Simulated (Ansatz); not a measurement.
Run this with Ansatz 0.2.0 through its Python package and show what comes out.

`run_torsion.py`
```python
"""Energy of FH6NSi2 as one group turns about a bond."""

import warnings

import ansatz as az
from ase import Atoms

BASIS_SET = "6-31G*"
FUNCTIONAL = "b3lyp"
VDW = "d4"
FMAX = 0.02

warnings.simplefilter("ignore", az.DeckWarning)

atoms = Atoms(["N", "Si", "Si", "F", "H", "H", "H", "H", "H", "H"], positions=[
    (-1.1426, 0.0295, -1.4178),
    (-0.5033, -0.6118, -0.0269),
    (1.4006, 0.4229, 0.7665),
    (1.2082, 1.9757, 1.1083),
    (-1.5106, 1.0122, -1.2452),
    (-2.0242, -0.4375, -1.6823),
    (-1.559, -0.5538, 0.9843),
    (-0.2162, -2.0169, -0.3571),
    (1.8958, -0.2301, 2.0716),
    (2.5345, 0.3587, -0.1986),
])

# relax first, so that the scan starts from a minimum
first = az.Crystal.molecule_from_ase(atoms).calculation()
first = first.basis(gaussian=BASIS_SET)
first = first.functional(FUNCTIONAL, dispersion=VDW)
first = first.relax(force_tolerance=FMAX, max_steps=80)
atoms.positions = first.run(threads=1).report["positions_ang"]

start = atoms.get_dihedral(2, 1, 0, 4)
energies = {}
for turn in range(0, 360, 30):
    turned = atoms.copy()
    turned.set_dihedral(2, 1, 0, 4, start + turn, indices=[0, 4, 5])
    job = (
        az.Crystal.molecule_from_ase(turned).calculation()
        .basis(gaussian=BASIS_SET)
        .functional(FUNCTIONAL, dispersion=VDW)
    )
    energies[round((start + turn) % 360)] = job.run(threads=1).report["free_energy_ev"]
floor = min(energies.values())
print("dihedral Si2-Si1-N0-H4 (deg)   E - E(min) (kcal/mol)")
for angle, e in sorted(energies.items()):
    print(f"{angle:8d} {23.060548 * (e - floor):14.3f}  " + "#" * int(30 * (e - floor) / max(max(energies.values()) - floor, 1e-9)))
```

```console
$ python run_torsion.py
dihedral Si2-Si1-N0-H4 (deg)   E - E(min) (kcal/mol)
       6          2.341  #######################
      36          2.831  ############################
      66          2.411  ########################
      96          1.901  ###################
     126          1.923  ###################
     156          2.157  #####################
     186          2.562  #########################
     216          2.966  ##############################
     246          2.396  ########################
     276          0.859  ########
     306          0.000
     336          0.881  ########
```

These settings explore the input space; basis and method may be short of convergence. The scan is rigid and the energies are electronic, in a modest basis. With rigid groups the curve can differ much from the relaxed path, the start wasn't checked as a minimum of this torsion, and equivalent turns needn't return to the same energy. b3lyp holds the VWN-RPA fit, as in Gaussian; the form of ORCA and Turbomole is b3lyp5. Finished in 81 s on 1 thread of Arm Neoverse V1, with other jobs on the host, peak memory 0.23 GiB.
